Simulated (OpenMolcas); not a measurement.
**Sm²⁺ among point charges: CASSCF levels and susceptibility**

How does a field of 12 point charges split the states of Sm²⁺, and what χT follows?

Method: state-averaged CASSCF, spin-orbit coupling by RASSI with atomic mean-field integrals. Code: OpenMolcas 26.06.

### Step 1. What is computed

* Species: Sm²⁺ (samarium, Z = 62, 60 electrons)
* Basis: ANO-RCC-VDZP [7s6p4d2f1g], 68 functions
* Scalar Hamiltonian: DKH2, point nucleus
* Inactive shells: 1s 2s 2p 3s 3p 3d 4s 4p 4d 5s 5p
* Active space: 6 electrons in 7 orbitals (4f)
* Some configurations of this space: 4f6
* Orbitals: optimised for the highest spin of each parity, averaged over all roots

The outer shells:

4f6
```
4f [↑ ][↑ ][↑ ][↑ ][↑ ][↑ ][  ]
```

The ion sits among 12 point charges of -2 e arranged as a cuboctahedron (Oh), 2.69 Å from the ion.

The work runs as a chain of OpenMolcas steps in one folder; each step below is one input file. Labels, J, g values, rates, χT and fits are worked out afterwards by a script from the matrices that RASSI stores. The input lists half of the charges; inversion (Group=XYZ) makes the rest.

### Step 2. Basis and integrals

a.inp

```
&GATEWAY
Coord
1

Sm 0.0 0.0 0.0
Basis=ANO-RCC-VDZP
Group=XYZ
NoMove
AngMom=0.0 0.0 0.0
AMFI
XField
6 Angstrom 0
1.902117 1.902117 0.000000 -2.000000
1.902117 -1.902117 0.000000 -2.000000
0.000000 1.902117 1.902117 -2.000000
0.000000 1.902117 -1.902117 -2.000000
1.902117 0.000000 1.902117 -2.000000
1.902117 0.000000 -1.902117 -2.000000
&SEWARD
```

### Step 3. CASSCF: septets of even parity, 7 roots

a.inp

```
&RASSCF
FileOrb=start.orb
Symmetry=1
Spin=7
nActEl=6 0 0
Inactive=15 12
Ras2=0 7
CIRoot=7 7 1
SDav=7
CIMx=300
Iter=120 100
PrWF=0.3
OrbListing=Nothing
MaxOrb=0
>>> COPY $Project.JobIph JOB001
```

start.orb holds the contracted functions of the basis, ordered by shell, or the orbitals of the step before.

### Step 4. Reference wave functions, quintets of even parity, 140 roots

a.inp

```
&RASSCF
FileOrb=start.orb
Symmetry=1
Spin=5
nActEl=6 0 0
Inactive=15 12
Ras2=0 7
CIRoot=140 140 1
SDav=140
CIMx=300
Iter=120 100
PrWF=0.3
OrbListing=Nothing
MaxOrb=0
CIOnly
>>> COPY $Project.JobIph JOB002
```

### Step 5. Reference wave functions, triplets of even parity, 162 roots

a.inp

```
&RASSCF
FileOrb=start.orb
Symmetry=1
Spin=3
nActEl=6 0 0
Inactive=15 12
Ras2=0 7
CIRoot=162 162 1
SDav=588
CIMx=300
Iter=120 100
PrWF=0.3
OrbListing=Nothing
MaxOrb=0
CIOnly
>>> COPY $Project.JobIph JOB003
```

### Step 6. CASSCF: singlets of even parity, 162 roots

a.inp

```
&RASSCF
FileOrb=start.orb
Symmetry=1
Spin=1
nActEl=6 0 0
Inactive=15 12
Ras2=0 7
CIRoot=162 162 1
SDav=490
CIMx=300
Iter=120 100
PrWF=0.3
OrbListing=Nothing
MaxOrb=0
CIOnly
>>> COPY $Project.JobIph JOB004
```

### Step 7. RASSI: spin-orbit coupling between the states

a.inp

```
&RASSI
NrOfJobIphs=3 7 86 77
1 2 3 4 5 6 7
1 2 3 4 5 6 7 8 9 10 11 12 13 14 15 16 17 18 19 20 21 22 23 24 25 26 27
28 29 30 31 32 33 34 35 36 37 38 39 40 41 42 43 44 45 46 47 48 49 50 51
52 53 54 55 56 57 58 59 60 61 62 63 64 65 66 67 68 69 70 71 72 73 74 75
76 77 78 79 80 81 82 83 84 85 86
1 2 3 4 5 6 7 8 9 10 11 12 13 14 15 16 17 18 19 20 21 22 23 24 25 26 27
28 29 30 31 32 33 34 35 36 37 38 39 40 41 42 43 44 45 46 47 48 49 50 51
52 53 54 55 56 57 58 59 60 61 62 63 64 65 66 67 68 69 70 71 72 73 74 75
76 77
IphNames
JOB001
JOB002
JOB003
EJob
SpinOrbit
DIPRint=1.0
SOCoupling=1000.0
Subsets=2
Property=9
'ANGMOM' 1 'ANGMOM' 2 'ANGMOM' 3 'MLTPL  1' 1 'MLTPL  1' 2 'MLTPL  1' 3
'AMFI' 1 'AMFI' 2 'AMFI' 3
SOProperty=3
'ANGMOM' 1 'ANGMOM' 2 'ANGMOM' 3
```

Q: Predict the outcome of this session. Wanted: spin-free ground state; first state of the same spin within the active space; lowest level; next level.

The runs gave:

| quantity | value |
| --- | --- |
| method | CASSCF |
| spin-free ground state | 7A2, 1-fold in its orbital part |
| first state of the same spin within the active space | 7T2 at 12.4 cm⁻¹ |
| lowest level | 1-fold A1 |
| next level | 277.1 cm⁻¹ |
| χT at 300 K | 1.52 cm³ K/mol |
| effective moment at 300 K | 3.49 μB |

In words: The spin-free ground state (7A2) comes to 100 % from free-ion F terms and keeps the highest spin of the shell. The quintets, triplets, singlets rest on orbitals optimised for another spin in at least one step, which raises them against the optimised states. Not all states of the active space went into the spin-orbit step. High states of lower spin are left out of the spin-orbit mixing, and CASSCF puts spin-flip levels too high. This is an electrostatic model: the charges have no orbitals.
